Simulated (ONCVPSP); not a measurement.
# Pseudopotential generation for bismuth: ONCV, revPBE

Aim: build the potential from the settings below, then test how well it stands in for the atom: other configurations, scattering, ghost states and the plane-wave cutoff that it needs.

The numbers are computed with ONCVPSP 4.0.1 (revPBE, scalar-relativistic, spin-unpolarised reference atom).

3 further runs of the same task are left out: 3 that didn't finish.

## 1. The design

The settings as typed:

* element: bismuth (Bi, Z = 83)
* type: optimised norm-conserving Vanderbilt (ONCV)
* frozen core: [Kr] 4d10 4f14
* valence charge: 23
* reference configuration: 5s2 5p6 5d10 6s2 6p3
* partial waves: 5s+6s: rc 1.60 bohr, ncon 4, nbas 9, qcut 5.9 1/bohr, 2 projectors; 5p+6p: rc 1.85 bohr, ncon 3, nbas 7, qcut 7 1/bohr, 2 projectors; 5d: rc 1.70 bohr, ncon 4, nbas 8, qcut 10.4 1/bohr, 2 projectors, debl 1.1 Ha
* local potential: polynomial inside 1.05 bohr (lpopt 2, dvloc0 0 Ha)
* core correction: not asked for

An earlier all-electron run gives the scale for the radii.

All-electron outer shells of the reference configuration (revPBE, scalar-relativistic, ld1.x):

```tsv
shell	level (eV)	outermost node (bohr)	outermost maximum (bohr)
4d	-430.03	0.19	0.38
5s	-157.73	0.44	0.77
4f	-152.53	–	0.34
5p	-95.82	0.48	0.86
5d	-27.05	0.51	1.03
6s	-14.41	0.98	1.88
6p	-4.51	1.14	2.47
```

## 2. Generation

Contents of Bi.dat:

```
# ATOM AND REFERENCE CONFIGURATION
# atsym  z   nc   nv     iexc    psfile
  Bi 83.00   10    5  -102130      upf
#
#   n    l    f
    1    0    2.00
    2    0    2.00
    2    1    6.00
    3    0    2.00
    3    1    6.00
    3    2   10.00
    4    0    2.00
    4    1    6.00
    4    2   10.00
    4    3   14.00
    5    0    2.00
    5    1    6.00
    5    2   10.00
    6    0    2.00
    6    1    3.00
#
# PSEUDOPOTENTIAL AND OPTIMIZATION
# lmax
    2
#
#   l,   rc,      ep,       ncon, nbas, qcut
    0    1.60    0.00    4    9    5.90
    1    1.85    0.00    3    7    7.00
    2    1.70    0.00    4    8   10.40
#
# LOCAL POTENTIAL
# lloc, lpopt,  rc(5),   dvloc0
    4    2    1.05    0.00
#
# VANDERBILT-KLEINMAN-BYLANDER PROJECTORs
# l, nproj, debl
    0    2    0.50
    1    2    3.70
    2    2    1.10
#
# MODEL CORE CHARGE
# icmod, fcfact, rcfact
    0    0.00    0.00
#
# LOG DERIVATIVE ANALYSIS
# epsh1, epsh2, depsh
   -7.00    5.00    0.04
#
# OUTPUT GRID
# rlmax, drl
    6.00    0.01
#
# TEST CONFIGURATIONS
# ncnf
    4
# nvcnf
#   n    l    f
    5
    5    0    2.00
    5    1    6.00
    5    2   10.00
    6    0    2.00
    6    1    2.00
#
    5
    5    0    2.00
    5    1    6.00
    5    2   10.00
    6    0    2.00
    6    1    1.00
#
    5
    5    0    2.00
    5    1    6.00
    5    2   10.00
    6    0    2.00
    6    1    0.00
#
    5
    5    0    2.00
    5    1    5.00
    5    2   10.00
    6    0    2.00
    6    1    3.00
#
```

The run is started by

```sh
$ oncvpsp.x < Bi.dat > Bi.out
```

**Question.** What will these runs give? Wanted: cutoffs for 1 and 0.1 mHa per electron, occupied waves; bound ghosts; GHOST(+) flags; largest test error; largest phase difference near zero energy, channels read.

The runs gave:

```
                                                quantity                               value
  cutoffs for 1 and 0.1 mHa per electron, occupied waves                     29 Ha and 81 Ha
                                            bound ghosts                          none found
                                          GHOST(+) flags                  none at low energy
                            largest test error (AE − PS)  -171 meV, for 5s2 5p5 5d10 6s2 6p3
largest phase difference near zero energy, channels read                           0.001 rad
```

By total energies transferability is fair for so large an energy: the largest error is 171 meV on 103.2 eV, for 5s2 5p5 5d10 6s2 6p3. That test lies far up in energy; among those under 40 eV, nearer to bonding, the largest error is 11 meV. It counts as of middling hardness, with 29 Ha needed at the looser tolerance. The tighter tolerance needs 81 Ha, and converged work needs a cutoff nearer that. At the looser tolerance the 5d wave is the slowest; 5p needs 18 Ha. It is free of bound ghosts as far as tested. Near zero energy the phases of the channels with partial waves agree within 0.001 rad. Note that the frozen 4f shell (-153 eV) lies higher than the valence 5s shell (-158 eV).
